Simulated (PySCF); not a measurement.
**C8H7N: geometry, NMR shifts, spin-spin couplings, electronic excitations and core binding energies**

Wanted: the NMR shifts, spin-spin couplings, electronic excitations and core binding energies of C8H7N (`CC#Cc1cccnc1`), by calculation.

The runs use PySCF 2.14.0, with density-fitted response routines of our own; the level of theory stands in each step. All values are computed, except where a source is named. Atoms count from 0, in the outputs and in this text.

### Step 1. The molecule as given

16 atoms, charge 0, multiplicity 1; geometry from: GFN2-xTB.

Bonds of the start (Å): C0–C1 1.44, C1–C2 1.20, C2–C3 1.41, C3–C4 1.40, C4–C5 1.38, C5–C6 1.39, C6–N7 1.32, N7–C8 1.32, C8–C3 1.40, C0–H9 1.09, C0–H10 1.09, C0–H11 1.09, C4–H12 1.08, C5–H13 1.08, C6–H14 1.08, C8–H15 1.08.

### Step 2. Optimising the geometry at PBE0-D3(BJ)/def2-SVP

Job settings and geometry (Å):

```
{"job": {"xc": "PBE0", "basis": "def2-SVP", "d3": "d3bj", "grid": 1, "kind": "geom"}, "charge": 0, "multiplicity": 1}
C      3.666394     0.158852     0.102594
C      2.229238     0.061088     0.005871
C      1.031602    -0.022105    -0.072723
C     -0.375590    -0.112607    -0.161045
C     -1.201749     0.861406     0.403031
C     -2.572319     0.723018     0.284281
C     -3.070496    -0.381925    -0.391893
N     -2.297898    -1.312357    -0.928589
C     -0.991446    -1.183601    -0.817064
H      3.944133     0.697639     1.008587
H      4.060802     0.694674    -0.761108
H      4.108294    -0.837055     0.131352
H     -0.766092     1.704129     0.920902
H     -3.241419     1.456887     0.707468
H     -4.135167    -0.532909    -0.512508
H     -0.395885    -1.966189    -1.269261
```

**Question.** This job is followed by: GIAO PBE0/pcSseg-1 NMR shielding, non-relativistic, gas phase; B3LYP/pcJ-1 indirect spin-spin coupling, non-relativistic, gas phase; TDDFT PBE0/def2-SVPD, vertical, gas phase, core orbitals frozen in the response; GIAO CAM-B3LYP/pcSseg-1 NMR shielding, non-relativistic, gas phase; delta-SCF UKS SCAN, pcX-2 on the ionised atom, pcseg-1 elsewhere, spin-free X2C. What will the session give for the following? point group; rotational constants (main isotopes); 13C shifts against TMS (PBE0/pcSseg-1); 1H shifts against TMS (PBE0/pcSseg-1, means over atoms taken as alike); 15N shifts against NH3 (PBE0/pcSseg-1); largest coupling of the table (B3LYP/pcJ-1); lowest singlet (PBE0/def2-SVPD); brightest single state of those computed; lowest triplet; vertical ionisation energy (ΔSCF); vertical electron affinity (ΔSCF); range of the shift of N7; property runs in this session.

**Answer**, as computed:

| quantity | value |
| --- | --- |
| point group | C1 |
| rotational constants (main isotopes) | 5.67, 0.83, 0.73 GHz |
| 13C shifts against TMS (PBE0/pcSseg-1) | 159.7, 153.2, 145.0, 127.3, 125.3, 98.5, 83.3, 5.7 ppm |
| 1H shifts against TMS (PBE0/pcSseg-1, means over atoms taken as alike) | 8.80, 8.61, 7.69, 7.15, 2.18 ppm |
| 15N shifts against NH3 (PBE0/pcSseg-1) | 360.1 ppm |
| largest coupling of the table (B3LYP/pcJ-1) | 1J(C,H) C8–H15, 192.0 Hz |
| lowest singlet (PBE0/def2-SVPD) | 4.58 eV (271 nm), f = 0.001 |
| brightest single state of those computed | state 4, 5.17 eV, f = 0.242 |
| lowest triplet | 3.46 eV |
| vertical ionisation energy (ΔSCF) | 8.57 eV |
| vertical electron affinity (ΔSCF) | -0.43 eV (unbound: the value hangs on the basis) |
| range of the shift of N7 | 360.1 to 370.6 ppm |
| property runs in this session | 5, of which 1 failed and 0 gave unsound results |

What this shows: Relaxing lowered the energy by 0.050 eV in 2 steps; the close pair that moved most is C6–H14, from 1.082 to 1.096 Å. No frequency check was run at this level, so the end point may be a saddle. At PBE0/pcSseg-1: The largest span, 711 ppm, is at N7, where the paramagnetic term is -425 ppm. In the run at B3LYP/pcJ-1, the largest coupling of the table is C8–H15, 192.0 Hz, of which the Fermi-contact term gives 191.3 Hz. The lowest singlet, at 4.58 eV, is HOMO−1→LUMO 0.98 and is dark; of the 10 states computed, the strongest absorption comes from state 4 at 5.17 eV. The lowest triplet lies 1.11 eV below the lowest singlet (triplets in Tamm-Dancoff, singlets in full TDDFT). The orbital energy would give 6.85 eV for ionisation, ΔSCF gives 8.57 eV. Across the 2 runs the shift of N7 moves most, between 360.1 (PBE0/pcSseg-1) and 370.6 ppm (CAM-B3LYP/pcSseg-1).
